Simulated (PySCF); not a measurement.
# Cl4Fe ([FeCl4]2-): the cost of one run

Programs: PySCF 2.14.0, with routines of our own; each step states its level. All values are computed. Atoms count from 0.

## 1. The system as given

5 atoms, charge -2, states of the metal's open shell are computed; geometry from: model start, shaken.

## 2. Geometry optimisation at PBE0-D3(BJ)/def2-TZVP

What the job is given:

```
{"job": {"xc": "PBE0", "basis": "def2-TZVP", "d3": "d3bj", "grid": 1, "maxiter": 45, "solvent": "water", "kind": "geom"}, "charge": -2, "metal": "Fe", "open_shell": "d6"}
Fe     0.000020     0.004480    -0.004110
Cl     1.354960     1.361500     1.353450
Cl    -1.367420    -1.348220     1.360940
Cl    -1.377630     1.375670    -1.362970
Cl     1.369900    -1.382280    -1.368760
```

On the command line:

```bash
$ OMP_NUM_THREADS=1 python lf_run.py task.json out
```

One launch serves the whole session: the jobs run in the order shown.

**Question.** How long does this first job take on 1 thread of Arm Neoverse V2, shared host, and how much memory does it need?

About 3 min, with a peak of 1.3 GiB.
